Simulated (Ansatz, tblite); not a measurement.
**Ge3F8: spin states and exact exchange**

Aim: set other spin states of Ge3F8 against its singlet, on many levels of theory.

Program: Ansatz 0.2.0, Gaussian basis. Level of theory: as each input shows. These are calculated values, not measurements.

Levels to be run: triplet, at the geometry of the singlet (GFN1-xTB, GFN2-xTB, PBE0-D4/def2-TZVP, PBE-D4/def2-TZVP, r2SCAN-D4/def2-TZVP); the singlet's energies come from earlier runs.

2 further runs of the same task are left out: 2 set aside as unsound or not needed.

### Step 1. The structure

The singlet was relaxed beforehand with PBE-D4/def2-SVP.

11 atoms, charge 0, spin multiplicity 1.

Bond lengths: Ge1–F2 1.735 Å, Ge1–F3 1.737 Å, Ge1–F4 1.737 Å, Ge1–Ge5 2.460 Å, Ge5–F6 1.746 Å, Ge5–F7 1.746 Å, Ge5–Ge8 2.460 Å, Ge8–F9 1.737 Å, Ge8–F10 1.737 Å, Ge8–F11 1.735 Å. Angles: F2–Ge1–F3 107.6°, F2–Ge1–F4 107.6°, F2–Ge1–Ge5 113.0°, F3–Ge1–F4 106.9°, F3–Ge1–Ge5 111.0°, F4–Ge1–Ge5 110.5°, Ge1–Ge5–F6 107.4°, Ge1–Ge5–F7 107.3°, Ge1–Ge5–Ge8 120.2°, F6–Ge5–F7 106.7°, F6–Ge5–Ge8 107.3°, F7–Ge5–Ge8 107.3°, Ge5–Ge8–F9 110.9°, Ge5–Ge8–F10 110.7°, Ge5–Ge8–F11 113.0°, F9–Ge8–F10 106.9°, F9–Ge8–F11 107.6°, F10–Ge8–F11 107.6°.

### Step 2. Triplet at the fixed geometry, GFN1-xTB

Tight binding, by tblite at 300 K electronic temperature and without a spin-polarisation term:

```python
tblite.interface.Calculator('GFN1-xTB', numbers, positions, charge=0, uhf=2).singlepoint()
```

Energy -1257.6990 eV; 0.012 s.

### Step 3. Triplet at the fixed geometry, GFN2-xTB

Tight binding, by tblite at 300 K electronic temperature and without a spin-polarisation term:

```python
tblite.interface.Calculator('GFN2-xTB', numbers, positions, charge=0, uhf=2).singlepoint()
```

Energy -1194.5866 eV; 0.011 s.

### Step 4. Triplet at the fixed geometry, PBE0-D4/def2-TZVP

in.yaml reads:

```yaml
crystal:
  periodic: [false, false, false]
  atoms:
    - {symbol: Ge, position_ang: [-1.077751, 1.842892, -0.323705]}
    - {symbol: F, position_ang: [-2.624181, 2.435975, 0.193516]}
    - {symbol: F, position_ang: [-1.027618, 1.952141, -2.056303]}
    - {symbol: F, position_ang: [0.132483, 2.929675, 0.286544]}
    - {symbol: Ge, position_ang: [-0.627934, -0.455593, 0.428650]}
    - {symbol: F, position_ang: [-1.843182, -1.485657, -0.285302]}
    - {symbol: F, position_ang: [-0.887616, -0.496404, 2.154494]}
    - {symbol: Ge, position_ang: [1.559863, -1.492588, -0.007043]}
    - {symbol: F, position_ang: [2.835340, -0.590262, 0.751659]}
    - {symbol: F, position_ang: [1.899510, -1.513644, -1.710532]}
    - {symbol: F, position_ang: [1.661085, -3.126525, 0.568021]}
basis:
  gaussian: {orbitals: def2-TZVP}
magnetization: {spin_polarized: true, initial_magnetization: 2}
hamiltonian: {xc: pbe0, dispersion: d4}
scf: {omitted_lower_state_checks: [starts]}
output: {orbitals: {seedname: orbitals}}
```

The run is started by

```sh
> ansatz run in.yaml --threads 4 --pin off --events-out ev --progress --plain --max-ram 6963MiB
```

The program printed:

```text
Functional definition: PBE0
  name "PBE0"
  cite "Adamo & Barone, J. Chem. Phys. 110, 6158 (1999) doi:10.1063/1.478522"
  cite "Perdew, Burke & Ernzerhof, Phys. Rev. Lett. 77, 3865 (1996) doi:10.1103/PhysRevLett.77.3865"
  parent pbe
  parameter a = 0.25
  parameter kappa = 0.804
  parameter beta = 0.06672455060314922
  exchange = (1 - a)*pbe_x(kappa = kappa, mu = beta*pi^2/3) + a*exact_x
  correlation = pbe_c(beta = beta)
these checks for a lower state are left out or cut short: starts
2451 factors; their error is unknown
the host lacks memory for fits, so the integrals are decomposed
2639 factors; integrals over basis functions are off by at most 9.8e-4 eV
mean field evaluation 1: about -191246.9240 eV, gradient 7.0e1 eV
mean field evaluation 2: about -191196.3861 eV, gradient 1.5e2 eV
mean field evaluation 4: about -191261.2785 eV, gradient 7.0e0 eV
mean field evaluation 8: about -191261.6713 eV, gradient 4.0e-1 eV
mean field evaluation 16: about -191261.6775 eV, gradient 1.5e-2 eV
mean field evaluation 32: about -191261.6775 eV, gradient 5.4e-5 eV
mean field -191261.67748136 eV, -7028.7370056187 hartree, gradient 2.1e-5 eV, S^2 2.004407; 0 other end points of the search recorded, 0 dependent functions left out
reference -191261.67750702 eV, -7028.7370065618 hartree; 85, 83 occupied and 307, 309 virtual orbitals, 2639 factors
Total energy: -191261.98698918 eV, -7028.7483798215 hartree
Checks for a lower state left out: starts
```

Wall time 51 s (4 threads of Arm Neoverse V1, shared host); peak memory 2.7 GiB.

From the report: HOMO -5.33 eV, LUMO -8.31 eV (over both spins; with the spin held, an empty level of the minority spin lies below the top filled one); ⟨S²⟩ 2.004 (pure: 2.00).

### Step 5. Triplet at the fixed geometry, PBE-D4/def2-TZVP

start.molden holds the orbitals of an earlier run on this state, given as this run's starting guess.

in.yaml: that of step 4 with these lines changed.

```diff
@@ -15,5 +15,5 @@
 basis:
-  gaussian: {orbitals: def2-TZVP}
+  gaussian: {orbitals: def2-TZVP, initial_orbitals: start.molden}
 magnetization: {spin_polarized: true, initial_magnetization: 2}
-hamiltonian: {xc: pbe0, dispersion: d4}
+hamiltonian: {xc: pbe, dispersion: d4}
 scf: {omitted_lower_state_checks: [starts]}
```

The command is unchanged.

The program printed:

```text
Functional definition: PBE
  name "PBE"
  cite "Perdew, Burke & Ernzerhof, Phys. Rev. Lett. 77, 3865 (1996) doi:10.1103/PhysRevLett.77.3865"
  parent pbe
  parameter kappa = 0.804
  parameter beta = 0.06672455060314922
  exchange = pbe_x(kappa = kappa, mu = beta*pi^2/3)
  correlation = pbe_c(beta = beta)
these checks for a lower state are left out or cut short: starts
2322 factors; their error is unknown
mean field evaluation 1: about -191258.1638 eV, gradient 1.5e1 eV
mean field evaluation 2: about -191258.6477 eV, gradient 6.1e-1 eV
mean field evaluation 4: about -191258.6369 eV, gradient 2.8e-1 eV
mean field evaluation 8: about -191258.6373 eV, gradient 3.7e-5 eV
mean field -191258.63734990 eV, -7028.6252828481 hartree, gradient 3.7e-5 eV, S^2 2.001705; 0 other end points of the search recorded, 0 dependent functions left out
reference -191258.63738406 eV, -7028.6252841035 hartree; 85, 83 occupied and 307, 309 virtual orbitals, 2322 factors
Total energy: -191258.99238303 eV, -7028.6383300751 hartree
Checks for a lower state left out: starts
```

Wall time 14 s (4 threads of Arm Neoverse V1, shared host); peak memory 0.96 GiB.

From the report: HOMO -4.41 eV, LUMO -8.52 eV (over both spins; with the spin held, an empty level of the minority spin lies below the top filled one); ⟨S²⟩ 2.002 (pure: 2.00).

### Step 6. Triplet at the fixed geometry, r2SCAN-D4/def2-TZVP

in.yaml: that of step 5 with these lines changed.

```diff
@@ -17,3 +17,3 @@
 magnetization: {spin_polarized: true, initial_magnetization: 2}
-hamiltonian: {xc: pbe, dispersion: d4}
+hamiltonian: {xc: r2scan, dispersion: d4}
 scf: {omitted_lower_state_checks: [starts]}
```

Same command.

The program printed:

```text
Functional definition: r2SCAN
  name "r2SCAN"
  cite "Furness, Kaplan, Ning, Perdew & Sun, J. Phys. Chem. Lett. 11, 8208 (2020) doi:10.1021/acs.jpclett.0c02405"
  cite "Furness, Kaplan, Ning, Perdew & Sun, J. Phys. Chem. Lett. 11, 9248 (2020) doi:10.1021/acs.jpclett.0c03077"
  parent r2scan
  parameter k0 = 0.174
  parameter k1 = 0.065
  parameter a1 = 4.9479
  exchange = r2scan_x(k0 = k0, k1 = k1, a1 = a1)
  correlation = r2scan_c
these checks for a lower state are left out or cut short: starts
2322 factors; their error is unknown
mean field evaluation 1: about -191294.7115 eV, gradient 8.4e0 eV
mean field evaluation 2: about -191294.8376 eV, gradient 2.4e-1 eV
mean field evaluation 4: about -191294.8131 eV, gradient 1.2e-2 eV
mean field evaluation 8: about -191294.8131 eV, gradient 1.7e-5 eV
mean field -191294.81307560 eV, -7029.9547162468 hartree, gradient 1.8e-5 eV, S^2 2.004362; 0 other end points of the search recorded, 0 dependent functions left out
reference -191294.81308606 eV, -7029.9547166312 hartree; 85, 83 occupied and 307, 309 virtual orbitals, 2322 factors
Total energy: -191294.90347056 eV, -7029.9580382005 hartree
Checks for a lower state left out: starts
```

Wall time 35 s (4 threads of Arm Neoverse V1, shared host); peak memory 1.1 GiB.

HOMO -4.55 eV, LUMO -8.71 eV (over both spins; with the spin held, an empty level of the minority spin lies below the top filled one); ⟨S²⟩ 2.004 (pure: 2.00).

### Step 7. Triplet less singlet, vertical

The singlet's energies are those of its earlier runs, whose logs aren't repeated here.

```csv
level,"triplet less singlet, vertical (eV)",time
GFN1-xTB,+3.713,0.024 s
GFN2-xTB,+4.000,0.022 s
PBE-D4/def2-TZVP,+4.363,21 s
r2SCAN-D4/def2-TZVP,+4.679,48 s
PBE0-D4/def2-TZVP,+4.973,75 s
```

Times add the two runs; a level without a time comes out of a correlated run. Tight binding without a spin term can't rank spin states.

### Step 8. Summary of results

```
                                                quantity                                   value
triplet less singlet, vertical, functionals in def2-TZVP  +4.363 (PBE-D4) to +4.973 eV (PBE0-D4)
```

In words: All functionals put the triplet above the singlet, over a spread of 0.610 eV. The checks for a lower triplet were left out, so another state of that spin may lie lower. These are electronic energies, without zero-point motion, entropy or surroundings.
